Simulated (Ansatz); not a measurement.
# C4H11AlN2: one species, many methods

An exercise on one series of results from a longer session: the logs are not shown, and one member is left open.

The runs use Ansatz 0.2.0, Gaussian basis; functionals in def2-TZVPP, the program's frozen cores in correlated methods.

Plan: LDA (SPW92), PBE-D4, revPBE-D4, BLYP-D4, r2SCAN-D4, B97M-V, PBE0-D4, B3LYP-D4, r2SCANh-D4, r2SCAN0-D4, HSE06-D4, BHLYP-D4, CAM-B3LYP-D4, LC-ωPBE, ωB97X-V, ωB97M-V, B2PLYP, PBE-QIDH; CCSD(T)/def2-SVP; CCSD(T)/def2-TZVPP; MP2/def2-QZVPP; extrapolation to the limit; RPA on PBE.

## The geometry

An earlier PBE0-D4 in a triple-zeta def2 set relaxation fixed the geometry.

SMILES `CC1=[N+](C)[AlH2-][N]1C`, 18 atoms, charge 0, spin multiplicity 1.

Atoms are counted from 1 here; the program's logs count them from 0.

Bond lengths: C1–C2 1.490 Å, C1–H8 1.090 Å, C1–H9 1.089 Å, C1–H10 1.094 Å, C2–N3 1.326 Å, C2–N6 1.326 Å, N3–C4 1.434 Å, N3–Al5 1.931 Å, C4–H11 1.097 Å, C4–H12 1.090 Å, C4–H13 1.096 Å, Al5–N6 1.931 Å, Al5–H14 1.595 Å, Al5–H15 1.594 Å, N6–C7 1.434 Å, C7–H16 1.090 Å, C7–H17 1.096 Å, C7–H18 1.097 Å. Angles: C2–C1–H8 111.1°, C2–C1–H9 111.2°, C2–C1–H10 109.5°, H8–C1–H9 109.3°, H8–C1–H10 107.8°, H9–C1–H10 107.9°, C1–C2–N3 124.5°, C1–C2–N6 124.6°, N3–C2–N6 110.9°, C2–N3–C4 123.9°, C2–N3–Al5 90.1°, C4–N3–Al5 146.0°, N3–C4–H11 112.6°, N3–C4–H12 109.0°, N3–C4–H13 112.6°, H11–C4–H12 107.2°, H11–C4–H13 107.9°, H12–C4–H13 107.3° and more.

The first run:

in.yaml reads:

```yaml
crystal:
  periodic: [false, false, false]
  atoms:
    - {symbol: C, position_ang: [1.302531, 0.190398, 1.099477]}
    - {symbol: C, position_ang: [0.163320, 0.009157, 0.156463]}
    - {symbol: N, position_ang: [0.233614, -0.661563, -0.984867]}
    - {symbol: C, position_ang: [1.420532, -1.311469, -1.458656]}
    - {symbol: Al, position_ang: [-1.614051, -0.236065, -1.352196]}
    - {symbol: N, position_ang: [-1.048539, 0.516107, 0.334424]}
    - {symbol: C, position_ang: [-1.428368, 1.304163, 1.470436]}
    - {symbol: H, position_ang: [1.980903, -0.661534, 1.062463]}
    - {symbol: H, position_ang: [0.949550, 0.325673, 2.121223]}
    - {symbol: H, position_ang: [1.870432, 1.082651, 0.819269]}
    - {symbol: H, position_ang: [1.742067, -2.130502, -0.803238]}
    - {symbol: H, position_ang: [1.221000, -1.743164, -2.439375]}
    - {symbol: H, position_ang: [2.263382, -0.619383, -1.571784]}
    - {symbol: H, position_ang: [-1.822334, 0.838587, -2.512023]}
    - {symbol: H, position_ang: [-2.620139, -1.466681, -1.229461]}
    - {symbol: H, position_ang: [-2.460288, 1.631964, 1.345186]}
    - {symbol: H, position_ang: [-0.811730, 2.203496, 1.584759]}
    - {symbol: H, position_ang: [-1.379481, 0.739466, 2.409797]}
basis:
  gaussian: {orbitals: def2-TZVPP}
hamiltonian: {xc: lda}
output: {orbitals: {seedname: orbitals}}
```

Launch:

```
> ansatz run in.yaml --threads 2 --pin off --events-out ev --progress --plain --max-ram 32768MiB --backend cuda --devices 0, --max-vram 18GiB
```

Steps of the session up to this table: LDA; PBE-D4 (GGA); revPBE-D4 (GGA); BLYP-D4 (GGA); r2SCAN-D4 (meta-GGA); B97M-V (meta-GGA); PBE0-D4 (hybrid); B3LYP-D4 (hybrid); r2SCANh-D4 (hybrid); r2SCAN0-D4 (hybrid); HSE06-D4 (hybrid); BHLYP-D4 (hybrid); CAM-B3LYP-D4 (range-separated); LC-ωPBE (range-separated); ωB97X-V (range-separated); ωB97M-V (range-separated); B2PLYP (double hybrid); PBE-QIDH (double hybrid).

One table of the session follows, with a row left open; its other results are not shown here.

It belongs to the step «Frontier levels by functional». 

```
  functional  HOMO (eV)  gap (eV)
 LDA (SPW92)      -5.32      4.18
      PBE-D4      -5.18      4.24
   revPBE-D4      -5.13      4.26
     BLYP-D4      -5.05      4.22
   r2SCAN-D4      -5.39      4.65
      B97M-V      -5.52      4.79
     PBE0-D4      -6.37      6.39
    B3LYP-D4      -6.16      5.94
  r2SCANh-D4      -5.84      5.46
  r2SCAN0-D4      -6.53      6.67
    HSE06-D4      -5.97      5.61
    BHLYP-D4      -7.48      8.55
CAM-B3LYP-D4      -7.68      8.82
     LC-ωPBE      -9.00     11.28
     ωB97X-V      -8.67     10.87
     ωB97M-V          ?         ?
```

Q: Estimate the row for ωB97M-V from the others.

As computed: HOMO (eV): -8.59; gap (eV): 10.53. In the column «HOMO (eV)» it lies between ωB97X-V (-8.67) and CAM-B3LYP-D4 (-7.68).
